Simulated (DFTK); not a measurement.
Runs of DFTK 0.8.2 on HPbNO4. The typed cell holds 7 atoms: a = 3.857 Å, b = 4.338 Å, c = 5.984 Å, α = 81.87°, β = 83.26°, γ = 87.68°. The cell was built by a generator and needn't be a form met in nature.

```tsv
task	level	potentials or basis	k mesh	cutoff (eV)	smearing	valence electrons	SCF solver	gap on the mesh (eV)	pressure (GPa)	largest force (eV/Å)
band structure	PBE	dojo.nc.sr.pbe.v0_4_1.standard.upf (PBE)	5 × 4 × 4	1143	fermi-dirac 0.05 eV	H 1, N 5, O 6, Pb 14	-	0.26	0.3	0.20
band structure	PBE	SG15 1.2 (PBE)	5 × 4 × 4	952	fermi-dirac 0.05 eV	H 1, N 5, O 6, Pb 14	-	0.26	-	-
band structure	TASK	SG15 1.2 (PBE)	4 × 4 × 3	1225	fermi-dirac 0.05 eV	H 1, N 5, O 6, Pb 14	ScfAndersonSolver	0.41	3.7	(a)
band structure	PBEsol	SG15 1.2 (PBE)	5 × 4 × 3	1225	fermi-dirac 0.05 eV	H 1, N 5, O 6, Pb 14	-	0.56	(b)	0.29
single point	PBE	dojo.nc.sr.pbe.v0_4_1.standard.upf (PBE)	5 × 4 × 3	1143	methfessel-paxton order 1 0.1 eV	H 1, N 5, O 6, Pb 14	-	0.55	0.2	0.20
single point	PBE	dojo.nc.sr.pbe.v0_4_1.standard.upf (PBE)	5 × 4 × 3	1143	methfessel-paxton order 2 0.1 eV	H 1, N 5, O 6, Pb 14	-	0.55	0.2	0.20
single point	PBE	dojo.nc.sr.pbe.v0_4_1.standard.upf (PBE)	5 × 4 × 3	1143	fermi-dirac 0.1 eV	H 1, N 5, O 6, Pb 14	-	0.56	0.3	0.20
band structure	LDA	dojo.nc.sr.lda.v0_4_1.stringent.upf (LDA)	4 × 4 × 3	1252	fermi-dirac 0.05 eV	H 1, N 5, O 6, Pb 22	-	0.55	-6.3	0.67
```

Alike in all rows: no spin polarisation; cell as given.

Fill in the values left out.

(a) 1.27; (b) -2.4.

Caveats: spin-orbit coupling is left out, which as a rule narrows the gap of such compounds by several tenths of an eV; the mesh misses the band edges, which the band path finds closer together (some runs); an odd mesh through Γ misses points on the zone boundary, where band edges often lie (some runs); the real-space grid adds noise to forces (some runs); the potentials were made for another functional, which shifts forces and pressure (some runs); the forces don't sum to zero, a sign of grid noise (some runs).

A k mesh can miss the band edges, and the runs leave out spin-orbit coupling on Pb.

Not every run made on this cell is shown here.
